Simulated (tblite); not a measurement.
# ClH10N2O4PSi3: the cost of one run

Computed with tblite 0.8.0 and PySCF 2.14.0; each step states its level. No surroundings beyond the atoms listed, unless a continuum is named. Atoms count from 0, parts from 1.

## (1) The system as given

21 atoms, charge 0, multiplicity 1; geometry: distance geometry start.

## (2) Relaxing the cluster with GFN1-xTB

The job: settings as JSON, then the geometry in Å.

```
{"job": {"kind": "relax", "xc": "GFN1-xTB", "basis": "xTB"}, "charge": 0, "multiplicity": 1}
Si     0.050459    -0.420520     0.300908
N     -1.323890    -0.624876    -0.610099
Si    -2.489187    -1.636118     0.079054
Si    -2.078287     0.876594    -0.927164
N      0.793568    -1.956506     0.198107
O      1.065541     0.554810    -0.503020
P      2.343403     0.981956     0.323450
O      3.168449    -0.060316     0.984044
O      3.280732     1.671736    -0.794724
O      2.000276     2.296252     1.142985
Cl    -0.173306     0.134327     2.240952
H     -3.642990    -1.754180    -0.833733
H     -2.988213    -1.096300     1.380509
H     -1.957348    -3.023380     0.272580
H     -2.521972     1.548882     0.311231
H     -1.143508     1.766070    -1.630095
H     -3.242192     0.694270    -1.820824
H      0.947470    -2.176623    -0.784198
H      1.688750    -1.918937     0.633214
H      4.010130     1.094182    -1.041999
H      2.116181     3.089008     0.600956
```

Level: GFN1-xTB geometry optimisation, gas phase.

The run is started by

```sh
$ OMP_NUM_THREADS=1 python cluster_run.py task.json out
```

This one command runs all jobs of the session in turn.

Q: Estimate the wall time of this first job on 1 thread of Intel Xeon Platinum 8488C, shared host.

About 36 s.
